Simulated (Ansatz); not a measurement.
SiF under changes of volume

One of the cells (13.890 Å³/atom); the others are scaled copies at fixed shape and fractional positions:

```
Si F
1.0
     3.02860    0.00000    0.00000
     0.00000    3.02860    0.00000
     0.00000    0.00000    3.02860
Si F
1 1
Direct
  0.50000 0.50000 0.50000
  0.00000 0.00000 0.00000
```

The cell was built by a generator and needn't be a form met in nature.

* Program: Ansatz 0.2.0
* Functional: PBE
* Potentials or basis: Ansatz PAW earlier set
* Cutoff: 1050 eV (not typed: the program's choice for these potentials)
* k mesh: 9 × 9 × 9
* Occupations: fermi-dirac, width 0.05 eV
* Spin: no spin polarisation

```csv
volume (Å³/atom),energy over the lowest point (meV/atom),pressure (GPa)
13.056,13.47,5.4
13.334,?,?
13.612,1.48,1.7
13.890,0.00,0.2
14.168,1.09,-1.2
14.445,4.48,-2.5
14.723,9.90,-3.6
```

Question: What does the run at 13.334 Å³/atom give?

Answer: Energy over the lowest point 5.85 meV/atom; pressure 3.5 GPa.

Worked out: A Birch-Murnaghan fit of order 3 (a polynomial in V^(-2/3)) to the other rows has its minimum at 13.91 Å³/atom with B0 = V·E''(V) = 74 GPa and B' = 4.8. It gives 5.85 meV/atom at 13.334 Å³/atom, against the run's 5.85, and -dE/dV = 3.4 GPa, against 3.5.

Energies are extrapolated to zero smearing.

Caveats: an odd number of electrons without spin polarisation forces a metal; a magnetic or distorted state may lie lower.
